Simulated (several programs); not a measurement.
## Many methods on one cell: In3SbAs2 (ordering on zincblende)

In3SbAs2 as one 6-atom ordering (Imm2) on the zincblende lattice, relaxed with r2SCAN in Ansatz, was computed with several methods. It is orthorhombic, Imm2 (No. 44); a = 4.427 Å, b = 13.281 Å, c = 6.252 Å in the conventional setting, 30.64 Å³ an atom. Around As lie 4 In at 2.65–2.67 Å; around In lie 3 As at 2.65–2.67 Å and 1 Sb at 2.83 Å; around Sb lie 4 In at 2.80–2.83 Å; around In lie 2 As at 2.65 Å and 2 Sb at 2.80 Å. No spin polarisation and no zero-point or thermal motion; the cell was built from a prototype and may be hypothetical.

```yaml
crystal:
  lattice:
    - [-2.21374, 6.64060, 3.12598]
    - [2.21374, -6.64060, 3.12598]
    - [2.21374, 6.64060, -3.12598]
  atoms:
    - { symbol: As, position: [0.33245, 0.00072, 0.33173] }
    - { symbol: In, position: [0.56452, 0.73927, 0.82525] }
    - { symbol: As, position: [0.66899, 0.00072, 0.66827] }
    - { symbol: In, position: [0.91402, 0.73927, 0.17475] }
    - { symbol: Sb, position: [0.99795, 0.99795, 0.00000] }
    - { symbol: In, position: [0.27207, 0.77207, 0.50000] }
```

Gaps and times are for a single point on this cell; volume and bulk modulus come from each method's own relaxation or energy curve at fixed shape, which is too stiff where a cell has free coordinates or axes. Times are rough, from shared hosts (Arm Neoverse V2), and each method has its own mesh and cell size. A double dagger marks a value from a curve with shape and coordinates held. PM6 (MOPAC), PM7 (MOPAC) treat a cluster of cells at its zone centre, which samples few k points: where these miss a band edge, the gap comes out too large for that reason alone. Gaps from k meshes are read at a limited set of points (mesh, symmetry points, PBE's band edges), so each method's own least gap may be somewhat smaller. xTB and the PM methods were fitted mostly to molecules, and can miss a solid's gap by electronvolts. Minimal bases can be far off for gaps. Times of the plane-wave rungs are withheld (a dash), since they come from other jobs, hosts and meshes; the meshes of hybrids and Hartree-Fock don't converge their gaps to the digits shown. d marks a direct gap, i an indirect one (no mark: not told apart), a dash a value that wasn't computed or didn't pass its checks.

```
                          method              kind  gap (eV)  own volume (Å³/atom)  bulk modulus (GPa)  atoms computed  processor time
                     PM7 (MOPAC)    semi-empirical      5.60                28.19‡                 94‡         cluster           4.8 s
                     PM6 (MOPAC)    semi-empirical      4.79                     –                   –         cluster           6.1 s
light PBE (260 eV, its own mesh)  light plane-wave      0.01                     –                   –               6            10 s
                  PBE/SZV (CP2K)       small basis         0                32.93‡                 46‡               6            28 s
                 PBE/DZVP (CP2K)       small basis         0                32.13‡                 44‡               6            72 s
                             PBE         semilocal         0                 31.79                 44‡               6               –
                          r2SCAN         semilocal         0                 30.64                 52‡               6               –
                         PBE+SOC         semilocal    0.05 i                     –                   –               6               –
                           HSE06            hybrid    0.16 d                     –                   –               6               –
```

Against HSE06 (0.16 eV) the nearest gap at the points sampled is that of PBE+SOC (-0.11 eV) and the farthest that of PM7 (MOPAC) (+5.45 eV). HSE06 is only a yardstick of convenience, and nearness to it can be luck.

Volumes against r2SCAN's: PBE +3.8 %.

Runs without a result: GFN1-xTB (tblite) (single point), GFN2-xTB (tblite) (single point).

With PBE and r2SCAN the bands overlap or touch, or nearly. Semilocal functionals can close a real gap, so this doesn't show a metal; small gaps of other methods may in turn close between the points read or with spin-orbit coupling, and the solid may be a semimetal.

Only the rows marked +SOC include spin-orbit coupling.
